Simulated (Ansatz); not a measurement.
# Be: the cost of one run

Computed with Ansatz 0.2.0 (DFT HSE06, scalar-relativistic, plane waves, PAW (the target; the first runs use scalar-relativistic PBE), unless a step's input says otherwise).

### 1 The system as given

The structure is hexagonal, space group P6_3/mmc (No. 194). Conventional cell: a = 2.290 Å, b = 2.290 Å, c = 3.588 Å, α = 90.00°, β = 90.00°, γ = 120.00°. Be (site symmetry -6m2) has 12 Be at 2.23 to 2.29 Å as nearest neighbours.

Coordinates:

```cif
data_structure
_symmetry_space_group_name_H-M 'P 1'
_symmetry_Int_Tables_number 1
_cell_length_a 2.2900
_cell_length_b 2.2900
_cell_length_c 3.5884
_cell_angle_alpha 90.000
_cell_angle_beta 90.000
_cell_angle_gamma 120.000
_cell_volume 16.30
loop_
_atom_site_label
_atom_site_type_symbol
_atom_site_fract_x
_atom_site_fract_y
_atom_site_fract_z
_atom_site_occupancy
Be1 Be 0.33333 0.66667 0.75000 1
Be2 Be 0.66667 0.33333 0.25000 1
```

### 2 Full relaxation (PBE, 10×10×6 mesh)

Contents of input.yaml:

```yaml
crystal:
  lattice:
    - [2.29, 0.0, 0.0]
    - [-1.145, 1.9831981747, 0.0]
    - [0.0, 0.0, 3.58843]
  atoms:
    - { symbol: Be, position: [0.3333333333, 0.6666666667, 0.75] }
    - { symbol: Be, position: [0.6666666667, 0.3333333333, 0.25] }
basis:
  ecutwfc: 420
  ecutrho_ratio: 4
kpoints:
  mp_grid: { grid: [10, 10, 6] }
hamiltonian:
  xc: pbe
scf:
  occupations: { method: gaussian, width: 0.05 }
output:
  forces: true
  stress: true
  eigenvalues: true
relax:
  f_tol: 0.03
  max_steps: 60
  cell: { stress_tol: 0.3 }
```

Q: Estimate wall time and peak memory on 4 threads of an Arm CPU, shared host.

About 1.3 s, with a peak of 0.26 GiB.
